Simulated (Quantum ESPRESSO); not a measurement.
# TaTe (Pm-3m) in Quantum ESPRESSO: equation of state

How stiff is TaTe in PBE, and what volume does it want? The cell is scaled to several volumes.

Everything below comes from runs of Quantum ESPRESSO 7.5. Logs are shortened: lines on timing, memory, paths and dates and some standing lists are left out, and cuts for length are marked.

## (1) The crystal as given

Symmetry: Pm-3m, No. 221, cubic system. The conventional cell has a = 3.420 Å, b = 3.420 Å, c = 3.420 Å, α = 90.00°, β = 90.00°, γ = 90.00°. Ta (site symmetry m-3m) has 8 Te at 2.96 Å as nearest neighbours. Around Te (site symmetry m-3m) lie 8 Ta at 2.96 Å.

The cell was built by a generator and needn't be a form met in nature.

## (2) Single point, PBE, 18.80 Å³/atom

Input file pw.in:

```
&CONTROL
  calculation = 'scf'
  prefix = 'pwscf'
  outdir = './tmp'
  pseudo_dir = './pseudo'
  tstress = .true.
  disk_io = 'nowf'
/
&SYSTEM
  ibrav = 0
  nat = 2
  ntyp = 2
  ecutwfc = 55
  ecutrho = 440
  nbnd = 16
  occupations = 'smearing'
  smearing = 'fd'
  degauss = 0.00367493
/
&ELECTRONS
  conv_thr = 4d-10
  electron_maxstep = 120
  mixing_beta = 0.5
/
ATOMIC_SPECIES
Ta   180.9479 Ta_pbe_v1.uspp.F.UPF
Te   127.6000 Te_pbe_v1.uspp.F.UPF
CELL_PARAMETERS angstrom
   3.3502726546    0.0000000000    0.0000000000
   0.0000000000    3.3502726546    0.0000000000
   0.0000000000    0.0000000000    3.3502726546
ATOMIC_POSITIONS crystal
Ta     0.5000000000    0.5000000000    0.5000000000
Te     0.0000000000    0.0000000000    0.0000000000
K_POINTS automatic
8 8 8 0 0 0
```

Potentials or basis: SSSP 1.3 efficiency PBE.

Command:

```console
$ OMP_NUM_THREADS=1 pw.x -in pw.in > pw.out
```

pw.out:

```text
This program is part of the open-source Quantum ESPRESSO suite
     for quantum simulation of materials; please cite
         "P. Giannozzi et al., J. Phys.:Condens. Matter 21 395502 (2009);
         "P. Giannozzi et al., J. Phys.:Condens. Matter 29 465901 (2017);
         "P. Giannozzi et al., J. Chem. Phys. 152 154105 (2020);
     in publications or presentations arising from this work. More details at

     Message from routine setup:
     using ibrav=0 with symmetry is DISCOURAGED, use correct ibrav instead

     G-vector sticks info
     --------------------
     sticks:   dense  smooth     PW     G-vecs:    dense   smooth      PW
     Sum        1405     697    221                39607    13949    2469

     Using Slab Decomposition

     bravais-lattice index     =            0
     lattice parameter (alat)  =       6.3311  a.u.
     unit-cell volume          =     253.7681 (a.u.)^3
     number of atoms/cell      =            2
     number of atomic types    =            2
     number of electrons       =        19.00
     number of Kohn-Sham states=           16
     kinetic-energy cutoff     =      55.0000  Ry
     charge density cutoff     =     440.0000  Ry
     scf convergence threshold =      4.0E-10
     mixing beta               =       0.5000
     number of iterations used =            8  plain     mixing
     Exchange-correlation= SLA  PW   PBE  PBE
                           (   1   4   3   4   0   0   0)

     celldm(1)=   6.331098  celldm(2)=   0.000000  celldm(3)=   0.000000
     celldm(4)=   0.000000  celldm(5)=   0.000000  celldm(6)=   0.000000

     crystal axes: (cart. coord. in units of alat)
               a(1) = (   1.000000   0.000000   0.000000 )
               a(2) = (   0.000000   1.000000   0.000000 )
               a(3) = (   0.000000   0.000000   1.000000 )

     reciprocal axes: (cart. coord. in units 2 pi/alat)
               b(1) = (  1.000000  0.000000  0.000000 )
               b(2) = (  0.000000  1.000000  0.000000 )
               b(3) = (  0.000000  0.000000  1.000000 )

     PseudoPot. # 1 for Ta read from file:
     Ta_pbe_v1.uspp.F.UPF
     Pseudo is Ultrasoft + core correction, Zval = 13.0
     Generated by new atomic code, or converted to UPF format
     Using radial grid of  921 points,  7 beta functions with:
                l(1) =   0
                l(2) =   0
                l(3) =   1
                l(4) =   1
                l(5) =   2
                l(6) =   2
                l(7) =   3
     Q(r) pseudized with  6 coefficients,  rinner =    1.300   1.300   1.300
                                                       1.300   1.300   1.300
                                                       1.300

     PseudoPot. # 2 for Te read from file:
     Te_pbe_v1.uspp.F.UPF
     Pseudo is Ultrasoft + core correction, Zval =  6.0
     Generated by new atomic code, or converted to UPF format
     Using radial grid of  891 points,  5 beta functions with:
                l(1) =   0
                l(2) =   0
                l(3) =   1
                l(4) =   1
                l(5) =   2
     Q(r) pseudized with  6 coefficients,  rinner =    1.800   1.800   1.800
                                                       1.800   1.800

     atomic species   valence    mass     pseudopotential
     Ta               13.00   180.94790     Ta( 1.00)
     Te                6.00   127.60000     Te( 1.00)

     48 Sym. Ops., with inversion, found

   Cartesian axes

     site n.     atom                  positions (alat units)
         1        Ta     tau(   1) = (   0.5000000   0.5000000   0.5000000  )
         2        Te     tau(   2) = (   0.0000000   0.0000000   0.0000000  )

     number of k points=    35  Fermi-Dirac smearing, width (Ry)=  0.0037
                       cart. coord. in units 2pi/alat
        k(    1) = (   0.0000000   0.0000000   0.0000000), wk =   0.0039062
        k(    2) = (   0.0000000   0.0000000   0.1250000), wk =   0.0234375
        k(    3) = (   0.0000000   0.0000000   0.2500000), wk =   0.0234375
        k(    4) = (   0.0000000   0.0000000   0.3750000), wk =   0.0234375
        k(    5) = (   0.0000000   0.0000000  -0.5000000), wk =   0.0117188
        k(    6) = (   0.0000000   0.1250000   0.1250000), wk =   0.0468750
[... 27 lines left out ...]
        k(   34) = (   0.3750000  -0.5000000  -0.5000000), wk =   0.0234375
        k(   35) = (  -0.5000000  -0.5000000  -0.5000000), wk =   0.0039062

     Dense  grid:    39607 G-vectors     FFT dimensions: (  45,  45,  45)

     Smooth grid:    13949 G-vectors     FFT dimensions: (  30,  30,  30)

     Initial potential from superposition of free atoms

     starting charge      18.9987, renormalised to      19.0000

     negative rho (up, down):  9.284E-02 0.000E+00
     Starting wfcs are   17 randomized atomic wfcs

     Self-consistent Calculation

     iteration #  1     ecut=    55.00 Ry     beta= 0.50
     Davidson diagonalization with overlap
     ethr =  1.00E-02,  avg # of iterations =  3.8

     Threshold (ethr) on eigenvalues was too large:
     Diagonalizing with lowered threshold

     Davidson diagonalization with overlap
     ethr =  9.55E-05,  avg # of iterations =  3.4

     negative rho (up, down):  9.543E-02 0.000E+00

     total energy              =    -168.33946560 Ry
     estimated scf accuracy    <       0.01932935 Ry

     iteration #  2     ecut=    55.00 Ry     beta= 0.50
     Davidson diagonalization with overlap
     ethr =  1.02E-04,  avg # of iterations =  1.1

     negative rho (up, down):  9.705E-02 0.000E+00

     total energy              =    -168.34021117 Ry
     estimated scf accuracy    <       0.00298489 Ry

     iteration #  3     ecut=    55.00 Ry     beta= 0.50
     Davidson diagonalization with overlap
     ethr =  1.57E-05,  avg # of iterations =  2.2
[... 42 lines left out ...]
     iteration #  8     ecut=    55.00 Ry     beta= 0.50
     Davidson diagonalization with overlap
     ethr =  2.26E-10,  avg # of iterations =  2.0

     negative rho (up, down):  9.810E-02 0.000E+00

     total energy              =    -168.34068726 Ry
     estimated scf accuracy    <          4.9E-10 Ry

     iteration #  9     ecut=    55.00 Ry     beta= 0.50
     Davidson diagonalization with overlap
     ethr =  2.60E-12,  avg # of iterations =  2.9

     negative rho (up, down):  9.810E-02 0.000E+00

     End of self-consistent calculation

          k = 0.0000 0.0000 0.0000 (  1743 PWs)   bands (ev):

   -51.4578 -17.9005 -17.9005 -17.9005   1.5256  13.7539  13.7539  15.5104
    15.5104  15.5104  18.4108  18.4108  18.4108  19.6278  25.8012  25.8012

          k = 0.0000 0.0000 0.1250 (  1775 PWs)   bands (ev):

   -51.4569 -17.9306 -17.8976 -17.8976   1.7452  12.6948  13.8804  15.1482
    15.1482  15.7197  18.4632  18.9195  18.9195  20.7363  24.7515  26.4296

          k = 0.0000 0.0000 0.2500 (  1763 PWs)   bands (ev):

   -51.4546 -18.0025 -17.8904 -17.8904   2.3631  10.6010  14.2217  14.5062
    14.5062  16.8163  18.5941  20.0576  20.0576  22.1597  23.0028  28.0788

          k = 0.0000 0.0000 0.3750 (  1755 PWs)   bands (ev):

   -51.4524 -18.0733 -17.8832 -17.8832   3.2080   8.7125  14.0163  14.0163
    14.6354  18.5676  18.7322  21.5005  21.5005  21.6156  22.7038  25.7036
[... 38 lines left out ...]
   -51.4483 -18.0860 -17.9757 -17.8721   3.9933   8.8940  12.0870  14.6425
    14.8936  17.4186  19.6327  19.6961  20.4827  20.7796  23.2840  26.7425

          k = 0.0000 0.3750 0.3750 (  1740 PWs)   bands (ev):

   -51.4469 -18.0486 -18.0449 -17.8688   4.0440  10.0853  10.9868  14.5238
    15.3248  16.7622  18.8176  19.4992  19.6267  20.6888  25.0709  27.0312

          k = 0.0000 0.3750-0.5000 (  1732 PWs)   bands (ev):

   -51.4460 -18.0744 -18.0422 -17.8663   4.2268   9.9909  11.1174  14.0196
    15.6037  16.7657  18.7549  18.9083  19.9052  20.6510  24.8159  27.0212

          k = 0.0000-0.5000-0.5000 (  1740 PWs)   bands (ev):

   -51.4451 -18.0695 -18.0695 -17.8639   4.3349  10.7445  10.7445  13.2211
    16.5331  16.5331  17.5444  18.6356  20.3276  20.8006  25.8041  25.8041

          k = 0.1250 0.1250 0.1250 (  1767 PWs)   bands (ev):

   -51.4550 -17.9280 -17.9223 -17.9223   2.1565  12.8504  12.8504  13.1509
    16.0865  16.0865  18.8579  18.8579  19.0652  23.0808  25.4254  25.4254

          k = 0.1250 0.1250 0.2500 (  1749 PWs)   bands (ev):

   -51.4528 -17.9949 -17.9182 -17.9147   2.7166  10.8902  12.9086  13.4988
    15.4323  17.0188  18.2508  19.6626  20.1828  23.5395  24.0886  26.3404

          k = 0.1250 0.1250 0.3750 (  1751 PWs)   bands (ev):

   -51.4505 -18.0644 -17.9106 -17.9071   3.4600   9.1419  12.8959  13.9217
    15.1483  17.4603  18.8731  19.9629  21.5369  22.6297  23.1485  25.3158
[... 18 lines left out ...]
   -51.4474 -18.0815 -17.9725 -17.8992   4.1199   9.0799  11.8738  14.4070
    15.1493  16.7441  18.2253  20.0213  21.2643  21.8904  24.0337  25.3329

          k = 0.1250 0.3750 0.3750 (  1747 PWs)   bands (ev):

   -51.4461 -18.0446 -18.0409 -17.8956   4.2026  10.2118  10.8584  14.2120
    15.0909  16.8054  17.6600  19.8629  20.2742  21.7053  25.1520  26.5172

          k = 0.1250 0.3750-0.5000 (  1730 PWs)   bands (ev):

   -51.4451 -18.0701 -18.0383 -17.8928   4.3983  10.0199  10.9525  14.2776
    14.9522  16.7498  17.2117  20.1182  20.8124  21.0326  24.9330  26.0298

          k = 0.1250-0.5000-0.5000 (  1736 PWs)   bands (ev):

   -51.4442 -18.0653 -18.0653 -17.8902   4.5291  10.5837  10.5837  13.6564
    15.2949  16.7668  16.7668  20.3498  20.6169  20.8465  25.4861  25.4861

          k = 0.2500 0.2500 0.2500 (  1749 PWs)   bands (ev):

   -51.4483 -17.9840 -17.9732 -17.9732   3.6277  11.5162  11.5162  11.9280
    16.1987  16.1987  18.4374  20.4118  20.4118  21.6560  26.0296  26.0296

          k = 0.2500 0.2500 0.3750 (  1750 PWs)   bands (ev):

   -51.4461 -18.0435 -17.9714 -17.9645   4.1765  10.1518  11.3602  12.9140
    15.9641  16.3884  17.4979  20.1191  21.6876  21.8398  24.5752  25.7273

          k = 0.2500 0.2500-0.5000 (  1728 PWs)   bands (ev):

   -51.4452 -18.0706 -17.9679 -17.9609   4.4630   9.5413  11.2905  13.7241
    15.7350  15.9157  17.3611  20.2776  22.1611  22.5500  23.6652  24.7011

          k = 0.2500 0.3750 0.3750 (  1741 PWs)   bands (ev):

   -51.4439 -18.0349 -18.0312 -17.9596   4.6448  10.4230  10.5625  12.7732
    15.5948  16.8999  16.9501  20.4591  21.1493  22.4900  24.0998  25.2575

          k = 0.2500 0.3750-0.5000 (  1742 PWs)   bands (ev):

   -51.4430 -18.0597 -18.0288 -17.9563   4.8828  10.0227  10.5761  13.0361
    15.1276  16.8391  17.2820  20.3967  21.4096  22.4152  24.1473  24.5568

          k = 0.2500-0.5000-0.5000 (  1748 PWs)   bands (ev):

   -51.4421 -18.0551 -18.0551 -17.9530   5.0915  10.2284  10.2284  12.7788
    14.9155  17.3576  17.3576  20.4042  20.9470  22.1787  24.5937  24.5937

          k = 0.3750 0.3750 0.3750 (  1745 PWs)   bands (ev):

   -51.4417 -18.0266 -18.0215 -18.0215   5.2232  10.2848  10.2848  11.6156
    16.2302  17.1423  17.1423  21.2535  21.2535  22.2579  23.8354  23.8354

          k = 0.3750 0.3750-0.5000 (  1748 PWs)   bands (ev):

   -51.4408 -18.0492 -18.0208 -18.0174   5.5373   9.9527  10.1746  11.3542
    16.3818  17.2348  17.7787  20.5416  21.9193  22.5999  22.9180  23.7780

          k = 0.3750-0.5000-0.5000 (  1748 PWs)   bands (ev):

   -51.4399 -18.0449 -18.0449 -18.0151   5.9100   9.9088   9.9088  10.7355
    16.8215  18.0431  18.0431  20.4596  20.9439  22.8743  23.5543  23.5543

          k =-0.5000-0.5000-0.5000 (  1736 PWs)   bands (ev):

   -51.4390 -18.0407 -18.0407 -18.0407   6.4459   9.7847   9.7847   9.7847
    18.3860  18.3860  18.3860  20.4828  20.4828  22.4529  23.0618  23.0618

     the Fermi energy is    16.8683 ev

!    total energy              =    -168.34068726 Ry
     estimated scf accuracy    <          3.1E-10 Ry
     smearing contrib. (-TS)   =      -0.00186073 Ry
     internal energy E=F+TS    =    -168.33882653 Ry

     The total energy is F=E-TS. E is the sum of the following terms:
     one-electron contribution =     -19.70291602 Ry
     hartree contribution      =      19.96106484 Ry
     xc contribution           =     -56.96578257 Ry
     ewald contribution        =    -111.63119279 Ry

     convergence has been achieved in   9 iterations

     Computing stress (Cartesian axis) and pressure

     negative rho (up, down):  9.810E-02 0.000E+00
          total   stress  (Ry/bohr**3)                   (kbar)     P=      120.24
   0.00081741   0.00000000   0.00000000          120.24        0.00        0.00
   0.00000000   0.00081741   0.00000000            0.00      120.24        0.00
   0.00000000   0.00000000   0.00081741            0.00        0.00      120.24

=------------------------------------------------------------------------------=
   JOB DONE.
=------------------------------------------------------------------------------=
```

It took 23 s on 1 thread of Arm Neoverse V1, shared host; peak memory 0.29 GiB.

Results:

```yaml
Free_energy: -2290.3917 eV
Pressure: 12.0 GPa
Band_gap_on_the_k_mesh: none (metal or under the smearing width)
```

## (3) Single point, PBE, 19.20 Å³/atom

Changes to pw.in since step 2:

```diff
@@ -28,5 +28,5 @@
 CELL_PARAMETERS angstrom
-   3.3502726546    0.0000000000    0.0000000000
-   0.0000000000    3.3502726546    0.0000000000
-   0.0000000000    0.0000000000    3.3502726546
+   3.3738669013    0.0000000000    0.0000000000
+   0.0000000000    3.3738669013    0.0000000000
+   0.0000000000    0.0000000000    3.3738669013
 ATOMIC_POSITIONS crystal
```

Potentials or basis: SSSP 1.3 efficiency PBE.

Command:

```console
$ OMP_NUM_THREADS=1 pw.x -in pw.in > pw.out
```

Wall time 23 s (1 thread of Arm Neoverse V1, shared host); peak memory 0.3 GiB.

The run converged. Its results:

* Free energy: -2290.4417 eV
* Pressure: 8.0 GPa
* Band gap on the k mesh: none (metal or under the smearing width)

## (4) Single point, PBE, 19.60 Å³/atom

Changes to pw.in since step 3:

```diff
@@ -28,5 +28,5 @@
 CELL_PARAMETERS angstrom
-   3.3738669013    0.0000000000    0.0000000000
-   0.0000000000    3.3738669013    0.0000000000
-   0.0000000000    0.0000000000    3.3738669013
+   3.3971356842    0.0000000000    0.0000000000
+   0.0000000000    3.3971356842    0.0000000000
+   0.0000000000    0.0000000000    3.3971356842
 ATOMIC_POSITIONS crystal
```

Command:

```console
$ OMP_NUM_THREADS=1 pw.x -in pw.in > pw.out
```

Run time: 22 s. Hardware: 1 thread of Arm Neoverse V1, shared host; peak memory 0.31 GiB.

Results (log left out):

```
Free energy            : -2290.4726 eV
Pressure               : 4.4 GPa
Band gap on the k mesh : none (metal or under the smearing width)
```

## (5) Single point, PBE, 20.00 Å³/atom

Changes to pw.in since step 4:

```diff
@@ -28,5 +28,5 @@
 CELL_PARAMETERS angstrom
-   3.3971356842    0.0000000000    0.0000000000
-   0.0000000000    3.3971356842    0.0000000000
-   0.0000000000    0.0000000000    3.3971356842
+   3.4200900000    0.0000000000    0.0000000000
+   0.0000000000    3.4200900000    0.0000000000
+   0.0000000000    0.0000000000    3.4200900000
 ATOMIC_POSITIONS crystal
```

Command:

```console
$ OMP_NUM_THREADS=1 pw.x -in pw.in > pw.out
```

Run time: 24 s. Hardware: 1 thread of Arm Neoverse V1, shared host; peak memory 0.31 GiB.

It converged, with:

* Free energy: -2290.4866 eV
* Pressure: 1.2 GPa
* Band gap on the k mesh: none (metal or under the smearing width)

## (6) Single point, PBE, 20.40 Å³/atom

Changes to pw.in since step 5:

```diff
@@ -28,5 +28,5 @@
 CELL_PARAMETERS angstrom
-   3.4200900000    0.0000000000    0.0000000000
-   0.0000000000    3.4200900000    0.0000000000
-   0.0000000000    0.0000000000    3.4200900000
+   3.4427402627    0.0000000000    0.0000000000
+   0.0000000000    3.4427402627    0.0000000000
+   0.0000000000    0.0000000000    3.4427402627
 ATOMIC_POSITIONS crystal
```

Potentials or basis: SSSP 1.3 efficiency PBE.

Command:

```console
$ OMP_NUM_THREADS=1 pw.x -in pw.in > pw.out
```

It took 24 s on 1 thread of Arm Neoverse V1, shared host; peak memory 0.32 GiB.

It converged, with:

| Property | Result |
| --- | --- |
| Free energy | -2290.4853 eV |
| Pressure | -1.7 GPa |
| Band gap on the k mesh | none (metal or under the smearing width) |

## (7) Single point, PBE, 20.80 Å³/atom

Changes to pw.in since step 6:

```diff
@@ -28,5 +28,5 @@
 CELL_PARAMETERS angstrom
-   3.4427402627    0.0000000000    0.0000000000
-   0.0000000000    3.4427402627    0.0000000000
-   0.0000000000    0.0000000000    3.4427402627
+   3.4650963454    0.0000000000    0.0000000000
+   0.0000000000    3.4650963454    0.0000000000
+   0.0000000000    0.0000000000    3.4650963454
 ATOMIC_POSITIONS crystal
```

Command:

```console
$ OMP_NUM_THREADS=1 pw.x -in pw.in > pw.out
```

It took 23 s on 1 thread of Arm Neoverse V1, shared host; peak memory 0.32 GiB.

It converged, with:

- Free energy: -2290.4705 eV
- Pressure: -4.3 GPa
- Band gap on the k mesh: none (metal or under the smearing width)

## (8) Single point, PBE, 21.20 Å³/atom

Changes to pw.in since step 7:

```diff
@@ -28,5 +28,5 @@
 CELL_PARAMETERS angstrom
-   3.4650963454    0.0000000000    0.0000000000
-   0.0000000000    3.4650963454    0.0000000000
-   0.0000000000    0.0000000000    3.4650963454
+   3.4871676178    0.0000000000    0.0000000000
+   0.0000000000    3.4871676178    0.0000000000
+   0.0000000000    0.0000000000    3.4871676178
 ATOMIC_POSITIONS crystal
```

Command:

```console
$ OMP_NUM_THREADS=1 pw.x -in pw.in > pw.out
```

It took 23 s on 1 thread of Arm Neoverse V1, shared host; peak memory 0.33 GiB.

Results (log left out):

```yaml
Free_energy: -2290.4436 eV
Pressure: -6.5 GPa
Band_gap_on_the_k_mesh: none (metal or under the smearing width)
```

## (9) Equation of state, PBE

Potentials or basis: SSSP 1.3 efficiency PBE.

This step only gathers the single runs of the series.

Results:

| Item | Value |
| --- | --- |
| Equilibrium volume | 20.17 Å³/atom |
| Bulk modulus | 146 GPa |
| Pressure derivative of the bulk modulus | 4.6 |

Energy against volume, from the lowest point:
```
volume (Å³/atom)  energy (meV/atom)
          18.802              47.42
          19.202              22.45
          19.602               6.97
          20.002               0.00
          20.402               0.62
          20.803               8.03
          21.203              21.51
```
